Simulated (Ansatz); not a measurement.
H₇NSeSi₂, SMILES N[SiH]([SiH3])[SeH], an atomisation energy

With Ansatz 0.2.0, Python API.

At the Python prompt:
```pycon
>>> from collections import Counter
>>> import ansatz as az
>>> def total_energy(molecule, charge=0, unpaired=0):
...     calc = molecule.calculation().basis(gaussian='6-31G*').functional('r2SCAN', dispersion='d3bj')
...     if charge:
...         calc = calc.charge(charge)
...     if unpaired:
...         calc = calc.spin('collinear', total=unpaired)
...     return calc.run(threads=1).report['free_energy_ev']
...
>>> geometry_ang = [
...     ('N', [-0.879, 1.6451, -0.4138]),
...     ('Si', [-0.0541, 0.1389, -0.6085]),
...     ('Si', [0.5972, -0.5665, 1.3829]),
...     ('Se', [-1.3642, -1.4052, -1.5305]),
...     ('H', [-0.2382, 2.3761, -0.0722]),
...     ('H', [-1.1834, 2.0211, -1.3892]),
...     ('H', [1.1435, 0.3384, -1.4767]),
...     ('H', [1.3851, -1.8257, 1.2372]),
...     ('H', [-0.5356, -0.7455, 2.3085]),
...     ('H', [1.5278, 0.4363, 2.015]),
...     ('H', [-0.3335, -2.4701, -1.4321]),
... ]
>>> h7nsesi2 = az.Crystal.molecule()
>>> for symbol, xyz in geometry_ang:
...     h7nsesi2 = h7nsesi2.atom(symbol, xyz)
...
>>> # unpaired electrons of the ground-state atoms
>>> unpaired = {'N': 3, 'Si': 2, 'Se': 2, 'H': 1}
>>> counts = Counter(site.symbol for site in h7nsesi2.cartesian_sites)
>>> atom_energy = {s: total_energy(az.Crystal.molecule().atom(s, (0, 0, 0)), 0, unpaired[s]) for s in counts}
DeckWarning: the engine holds no damping parameters fitted to this dispersion correction and functional, so the run takes those fitted to r2scan beside the three-body term, which d3bj leaves out (hamiltonian.dispersion, under Limitations)
>>> whole = total_energy(h7nsesi2, 0, 0)
>>> for s, e in atom_energy.items():
...     print(f'{s:2s} x{counts[s]}  {e:14.5f} eV')
...
N  x1     -1484.70037 eV
Si x2     -7872.84156 eV
Se x1    -65339.38624 eV
H  x7       -13.55744 eV
>>> print(f'H7NSeSi2: {whole:.5f} eV')
H7NSeSi2: -82697.91670 eV
>>> split = sum(counts[s] * e for s, e in atom_energy.items()) - whole
>>> print(f'atomisation energy (no zero-point term): {split:.3f} eV, {split / sum(counts.values()):.3f} eV an atom')
atomisation energy (no zero-point term): 33.245 eV, 3.022 eV an atom
```

33.245 eV from the electronic energies, without the zero-point term.

Caveats:
- The settings weren't tested for convergence.
- Warnings are shown shortened and without file and line.
- The geometry is a force-field or estimated start, not a minimum of this method, and the basis set is short of its limit. All parts are taken at fixed geometry, without zero-point energy.
- The spin-orbit lowering of heavy atoms is left out.
- A dispersion term here runs with damping parameters fitted for another variant or functional.
- It ran for 13 s on 1 thread of Arm Neoverse V2 (shared host), peak memory 0.23 GiB.

(Lines on the test bed's own set-up are left out of the output.)
